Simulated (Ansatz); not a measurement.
Born–Oppenheimer molecular dynamics of a periodic cell of 21 atoms, CaH$_{12}$Cl$_{2}$O$_{6}$ (host CaH12Cl2O6, host structure P321). It goes on from the last frame of an earlier run, with new velocities.

These are results of Ansatz, DFT r2SCAN, scalar-relativistic, plane waves, PAW, not measurements. Settings: accuracy low, cutoff 500 eV, k mesh 1x1x2, fermi-dirac smearing 0.05 eV, no spin polarisation.

```
ensemble        : NVT, Langevin thermostat
time step       : 0.75 fs
steps asked     : 80
set temperature : 1120 K
friction        : 0.01 /fs
seed            : 961921
```

Frames 0.75 fs apart, positions in Å, forces in eV/Å.

Velocities at 7.5 fs (Å/ps):

```
Ca -1.61 2.66 6.84
H -22.89 17.91 -42.73
H 42.70 -5.32 5.55
H 16.61 2.53 71.15
H -27.59 32.99 20.73
H 0.43 21.53 -11.78
H 14.33 -20.38 -13.08
H 36.78 -14.01 -34.79
H 38.38 -14.06 16.55
H 13.60 14.64 -52.62
H -33.42 -13.06 -1.28
H 11.97 -52.57 -36.99
H 34.88 18.61 -16.60
Cl -4.20 -1.49 -10.52
Cl 6.65 -5.06 0.20
O -4.66 0.80 13.28
O 9.27 5.78 -5.21
O -8.50 -13.43 6.62
O 0.09 -0.34 2.70
O -3.22 -4.28 0.84
O 8.95 12.78 12.10
```

```xyz
21
Lattice="8.0417 0.0000 0.0000 -4.0209 6.9643 0.0000 0.0000 0.0000 4.1109" Properties=species:S:1:pos:R:3:forces:R:3 time_fs=7.5 energy_less_start_eV=0.100 T=1060
Ca -0.134 -0.101 -0.092 0.30 0.69 0.23
H -2.223 5.612 2.152 1.00 0.17 0.09
H 0.683 2.386 1.962 0.07 0.97 0.04
H 1.964 6.187 1.984 -0.59 0.73 -0.04
H 1.854 1.355 2.184 0.01 0.71 -0.33
H 5.016 4.312 1.847 -0.70 2.14 0.87
H 5.638 0.776 1.875 -0.80 0.49 0.06
H -0.965 3.222 0.352 1.91 4.15 0.35
H 1.728 4.768 0.154 1.19 -0.17 -0.12
H -0.826 6.507 0.635 0.13 -0.85 0.30
H 2.857 0.761 4.043 0.96 2.45 -0.95
H 5.954 2.473 3.772 -0.15 0.18 -0.04
H 2.918 4.287 3.258 -0.49 0.61 1.79
Cl 3.984 2.219 2.234 0.14 0.00 0.23
Cl 0.237 4.737 1.795 -0.10 0.05 -0.07
O 0.888 1.474 2.148 -0.25 -1.87 0.42
O -3.125 5.312 2.118 -0.55 -2.04 -0.79
O 6.355 0.137 1.928 1.43 -1.53 0.12
O 2.719 4.820 -0.007 -0.54 -0.53 -1.79
O -1.336 2.413 0.265 -1.69 -4.70 -0.66
O 2.448 -0.017 0.219 -1.28 -1.64 0.29
21
Lattice="8.0417 0.0000 0.0000 -4.0209 6.9643 0.0000 0.0000 0.0000 4.1109" Properties=species:S:1:pos:R:3:forces:R:3 time_fs=8.2 energy_less_start_eV=0.138 T=1039
Ca -0.135 -0.099 -0.087 0.31 0.70 0.26
H -2.239 5.627 2.119 2.03 0.52 0.07
H 0.715 2.387 1.966 -0.27 1.30 -0.03
H 1.975 6.191 2.037 -0.89 0.14 -0.11
H 1.832 1.380 2.199 1.06 0.31 -0.25
H 5.014 4.334 1.840 -0.57 1.64 0.75
H 5.646 0.757 1.865 -1.38 0.96 0.02
H -0.935 3.225 0.328 1.32 2.96 0.03
H 1.757 4.756 0.165 0.17 -0.25 -0.04
H -0.815 6.513 0.596 0.75 -1.20 0.61
H 2.835 0.758 4.038 1.42 3.43 -1.34
H 5.962 2.432 3.744 0.15 0.38 0.18
H 2.941 4.303 3.250 -0.65 0.57 1.92
Cl 3.981 2.217 2.226 0.12 0.02 0.25
Cl 0.241 4.734 1.795 -0.10 0.01 -0.06
O 0.884 1.475 2.157 -0.95 -1.83 0.40
O -3.118 5.316 2.114 -1.69 -1.89 -0.66
O 6.349 0.127 1.934 2.31 -1.37 0.18
O 2.719 4.820 -0.006 0.66 -0.42 -2.05
O -1.338 2.410 0.265 -1.42 -3.72 -0.55
O 2.455 -0.007 0.229 -2.39 -2.29 0.40
21
Lattice="8.0417 0.0000 0.0000 -4.0209 6.9643 0.0000 0.0000 0.0000 4.1109" Properties=species:S:1:pos:R:3:forces:R:3 time_fs=9.0 energy_less_start_eV=0.112 T=1101
Ca -0.137 -0.097 -0.082 0.33 0.73 0.29
H -2.248 5.647 2.086 2.60 0.73 0.00
H 0.744 2.396 1.972 -0.50 1.12 -0.01
H 1.982 6.194 2.087 -1.08 -0.33 -0.12
H 1.815 1.405 2.214 1.98 -0.03 -0.16
H 5.007 4.367 1.839 -0.39 0.69 0.47
H 5.645 0.738 1.853 -1.69 1.23 0.00
H -0.901 3.246 0.302 0.23 0.88 -0.22
H 1.783 4.741 0.171 -0.89 -0.35 0.11
H -0.801 6.511 0.559 1.07 -1.28 0.65
H 2.822 0.774 4.022 1.24 2.97 -1.18
H 5.973 2.395 3.717 0.40 0.55 0.37
H 2.959 4.322 3.250 -0.71 0.40 1.82
Cl 3.977 2.216 2.218 0.10 0.03 0.28
Cl 0.246 4.730 1.795 -0.10 -0.03 -0.06
O 0.881 1.475 2.166 -1.64 -1.32 0.26
O -3.110 5.320 2.110 -2.44 -1.13 -0.32
O 6.344 0.116 1.939 2.81 -1.13 0.20
O 2.719 4.819 -0.005 1.80 -0.15 -2.12
O -1.341 2.405 0.266 -0.57 -1.82 -0.47
O 2.462 0.001 0.239 -2.54 -1.75 0.20
21
Lattice="8.0417 0.0000 0.0000 -4.0209 6.9643 0.0000 0.0000 0.0000 4.1109" Properties=species:S:1:pos:R:3:forces:R:3 time_fs=9.8 energy_less_start_eV=0.094 T=1173
Ca -0.138 -0.094 -0.075 0.35 0.77 0.32
H -2.245 5.673 2.052 2.28 0.60 -0.06
H 0.768 2.411 1.978 -0.67 0.60 0.08
H 1.981 6.192 2.135 -1.10 -0.39 -0.18
H 1.806 1.430 2.226 2.42 -0.28 -0.10
H 5.001 4.402 1.841 -0.18 -0.67 0.07
H 5.634 0.725 1.838 -1.45 1.02 0.04
H -0.864 3.270 0.271 -0.80 -0.96 -0.28
H 1.803 4.722 0.173 -1.70 -0.44 0.25
H -0.784 6.504 0.524 1.06 -1.10 0.51
H 2.814 0.805 4.000 0.71 1.52 -0.56
H 5.990 2.363 3.691 0.49 0.67 0.45
H 2.975 4.346 3.256 -0.68 0.10 1.47
Cl 3.974 2.214 2.210 0.07 0.01 0.31
Cl 0.252 4.726 1.795 -0.11 -0.07 -0.06
O 0.876 1.474 2.175 -1.91 -0.57 0.09
O -3.102 5.324 2.106 -2.33 0.35 0.15
O 6.340 0.105 1.944 2.60 -0.81 0.19
O 2.721 4.817 -0.004 2.59 0.23 -1.94
O -1.345 2.400 0.266 0.35 -0.10 -0.46
O 2.469 0.009 0.250 -2.02 -0.48 -0.28
21
Lattice="8.0417 0.0000 0.0000 -4.0209 6.9643 0.0000 0.0000 0.0000 4.1109" Properties=species:S:1:pos:R:3:forces:R:3 time_fs=10.5 energy_less_start_eV=0.152 T=1167
Ca -0.139 -0.091 -0.069 0.37 0.79 0.34
H -2.230 5.702 2.015 1.18 0.10 -0.03
H 0.790 2.430 1.984 -0.82 -0.07 0.20
H 1.973 6.189 2.186 -1.00 -0.24 -0.29
H 1.810 1.454 2.236 2.08 -0.45 -0.10
H 4.991 4.434 1.842 0.01 -2.06 -0.37
H 5.612 0.716 1.825 -0.76 0.47 0.18
H -0.826 3.289 0.236 -1.53 -2.16 -0.19
H 1.815 4.698 0.175 -1.95 -0.48 0.31
H -0.765 6.492 0.490 0.74 -0.72 0.27
H 2.808 0.845 3.975 0.22 -0.14 0.22
H 6.012 2.337 3.667 0.47 0.74 0.43
H 2.990 4.368 3.264 -0.56 -0.24 0.97
Cl 3.972 2.213 2.202 0.04 -0.02 0.33
Cl 0.258 4.723 1.795 -0.11 -0.11 -0.07
O 0.872 1.474 2.184 -1.42 0.27 -0.06
O -3.096 5.330 2.103 -1.42 2.23 0.56
O 6.337 0.094 1.950 1.82 -0.35 0.15
O 2.725 4.815 -0.004 2.75 0.62 -1.52
O -1.347 2.396 0.265 1.10 1.03 -0.50
O 2.475 0.017 0.261 -1.19 0.78 -0.80
21
Lattice="8.0417 0.0000 0.0000 -4.0209 6.9643 0.0000 0.0000 0.0000 4.1109" Properties=species:S:1:pos:R:3:forces:R:3 time_fs=11.2 energy_less_start_eV=0.282 T=1171
Ca -0.140 -0.089 -0.061 0.40 0.79 0.35
H -2.205 5.728 1.977 -0.17 -0.54 0.11
H 0.808 2.449 1.990 -0.93 -0.69 0.31
H 1.961 6.184 2.237 -0.78 0.09 -0.47
H 1.827 1.474 2.248 1.01 -0.55 -0.15
H 4.978 4.451 1.842 0.12 -2.69 -0.59
H 5.584 0.706 1.816 0.01 -0.10 0.33
H -0.798 3.294 0.198 -1.90 -2.72 -0.03
H 1.819 4.675 0.181 -1.64 -0.45 0.27
H -0.745 6.479 0.458 0.23 -0.24 0.03
H 2.800 0.884 3.952 -0.07 -1.42 0.85
H 6.040 2.315 3.646 0.35 0.74 0.32
H 3.000 4.384 3.272 -0.43 -0.53 0.48
Cl 3.969 2.212 2.194 0.01 -0.05 0.35
Cl 0.263 4.719 1.795 -0.11 -0.14 -0.07
O 0.867 1.474 2.193 -0.25 1.00 -0.14
O -3.090 5.337 2.101 -0.20 3.52 0.65
O 6.335 0.081 1.954 0.83 -0.03 0.16
O 2.731 4.812 -0.004 2.31 0.89 -1.01
O -1.349 2.392 0.265 1.59 1.61 -0.55
O 2.481 0.025 0.272 -0.36 1.56 -1.20
21
Lattice="8.0417 0.0000 0.0000 -4.0209 6.9643 0.0000 0.0000 0.0000 4.1109" Properties=species:S:1:pos:R:3:forces:R:3 time_fs=12.0 energy_less_start_eV=0.427 T=1108
Ca -0.140 -0.086 -0.053 0.44 0.75 0.36
H -2.177 5.750 1.940 -1.30 -1.10 0.30
H 0.821 2.463 1.997 -1.00 -1.13 0.38
H 1.943 6.178 2.287 -0.47 0.52 -0.72
H 1.851 1.488 2.261 -0.15 -0.61 -0.23
H 4.968 4.449 1.840 0.17 -2.12 -0.47
H 5.554 0.693 1.812 0.70 -0.53 0.46
H -0.781 3.285 0.159 -2.01 -2.87 0.16
H 1.817 4.653 0.191 -0.87 -0.32 0.15
H -0.722 6.466 0.427 -0.43 0.30 -0.15
H 2.790 0.915 3.935 -0.16 -2.16 1.26
H 6.072 2.300 3.626 0.16 0.66 0.17
H 3.008 4.391 3.280 -0.30 -0.76 0.05
Cl 3.966 2.211 2.187 -0.01 -0.08 0.36
Cl 0.269 4.715 1.794 -0.11 -0.16 -0.07
O 0.862 1.474 2.202 0.98 1.51 -0.17
O -3.085 5.345 2.098 0.86 3.51 0.32
O 6.333 0.068 1.958 -0.17 0.04 0.28
O 2.738 4.810 -0.004 1.40 1.00 -0.45
O -1.350 2.389 0.265 1.88 1.84 -0.59
O 2.487 0.034 0.282 0.42 1.73 -1.40
21
Lattice="8.0417 0.0000 0.0000 -4.0209 6.9643 0.0000 0.0000 0.0000 4.1109" Properties=species:S:1:pos:R:3:forces:R:3 time_fs=12.8 energy_less_start_eV=0.569 T=1081
Ca -0.141 -0.083 -0.045 0.47 0.68 0.36
H -2.153 5.764 1.902 -2.07 -1.44 0.51
H 0.829 2.472 2.006 -1.04 -1.35 0.41
H 1.925 6.177 2.334 -0.21 0.75 -0.93
H 1.872 1.498 2.271 -1.00 -0.65 -0.30
H 4.960 4.436 1.835 0.18 -0.94 -0.15
H 5.527 0.679 1.811 1.26 -0.84 0.55
H -0.771 3.262 0.120 -1.90 -2.70 0.35
H 1.812 4.628 0.203 -0.01 -0.13 0.02
H -0.700 6.454 0.398 -1.10 0.81 -0.25
H 2.777 0.934 3.928 -0.10 -2.45 1.43
H 6.105 2.292 3.606 -0.08 0.52 0.01
H 3.012 4.391 3.291 -0.13 -0.98 -0.42
Cl 3.962 2.209 2.179 -0.02 -0.10 0.36
Cl 0.275 4.711 1.793 -0.12 -0.17 -0.06
O 0.858 1.474 2.211 1.88 1.79 -0.16
O -3.080 5.354 2.096 1.58 2.67 -0.20
O 6.332 0.053 1.962 -0.99 0.19 0.41
O 2.745 4.809 -0.004 0.37 1.05 0.15
O -1.350 2.387 0.264 1.98 1.82 -0.62
O 2.493 0.043 0.292 1.05 1.47 -1.46
21
Lattice="8.0417 0.0000 0.0000 -4.0209 6.9643 0.0000 0.0000 0.0000 4.1109" Properties=species:S:1:pos:R:3:forces:R:3 time_fs=13.5 energy_less_start_eV=0.639 T=1076
Ca -0.142 -0.080 -0.036 0.49 0.60 0.35
H -2.140 5.768 1.864 -2.39 -1.54 0.68
H 0.832 2.472 2.015 -1.05 -1.33 0.39
H 1.911 6.178 2.378 0.00 0.85 -1.12
H 1.887 1.504 2.280 -1.47 -0.66 -0.34
H 4.953 4.418 1.830 0.18 0.28 0.18
H 5.508 0.663 1.811 1.60 -0.98 0.58
H -0.772 3.223 0.085 -1.47 -2.08 0.48
H 1.810 4.604 0.216 0.63 0.07 -0.06
H -0.681 6.445 0.367 -1.58 1.19 -0.24
H 2.763 0.940 3.930 0.03 -2.36 1.41
H 6.138 2.291 3.585 -0.26 0.33 -0.04
H 3.013 4.386 3.302 0.04 -1.18 -0.85
Cl 3.959 2.207 2.172 -0.01 -0.09 0.35
Cl 0.281 4.707 1.792 -0.12 -0.19 -0.05
O 0.855 1.475 2.221 2.38 1.79 -0.13
O -3.076 5.363 2.093 1.89 1.56 -0.69
O 6.330 0.038 1.964 -1.54 0.30 0.55
O 2.753 4.808 -0.004 -0.46 1.10 0.68
O -1.349 2.385 0.263 1.73 1.39 -0.72
O 2.501 0.053 0.302 1.41 0.97 -1.41
21
Lattice="8.0417 0.0000 0.0000 -4.0209 6.9643 0.0000 0.0000 0.0000 4.1109" Properties=species:S:1:pos:R:3:forces:R:3 time_fs=14.2 energy_less_start_eV=0.607 T=1044
Ca -0.143 -0.077 -0.028 0.50 0.51 0.35
H -2.140 5.761 1.826 -2.32 -1.43 0.80
H 0.827 2.465 2.024 -1.03 -1.06 0.34
H 1.898 6.185 2.416 0.14 0.79 -1.23
H 1.892 1.504 2.288 -1.63 -0.64 -0.35
H 4.946 4.403 1.824 0.15 1.22 0.44
H 5.499 0.643 1.814 1.70 -0.95 0.55
H -0.780 3.171 0.055 -0.57 -0.86 0.46
H 1.812 4.583 0.225 1.03 0.22 -0.10
H -0.669 6.439 0.337 -1.87 1.40 -0.16
H 2.756 0.934 3.938 0.18 -1.93 1.20
H 6.167 2.290 3.561 -0.34 0.15 0.14
H 3.015 4.372 3.308 0.10 -1.18 -0.89
Cl 3.955 2.205 2.165 0.01 -0.07 0.34
Cl 0.287 4.703 1.792 -0.13 -0.20 -0.04
O 0.854 1.476 2.232 2.52 1.52 -0.08
O -3.072 5.372 2.090 1.82 0.49 -1.06
O 6.329 0.023 1.967 -1.78 0.38 0.68
O 2.761 4.806 -0.002 -0.92 0.98 0.77
O -1.348 2.383 0.262 0.89 0.36 -0.89
O 2.509 0.063 0.311 1.52 0.30 -1.25
```

Of the whole run (60 fs, mean temperature of the second half 876 K): The mean temperature of the second half is 22 % below the set value. A run of 0.06 ps of so small a system gives no equilibrium averages. Limits of this set-up: coarse k mesh, low accuracy level.

Time of the run: 16 min on 1 thread of Arm Neoverse V1 (shared host), peak memory 0.67 GiB.
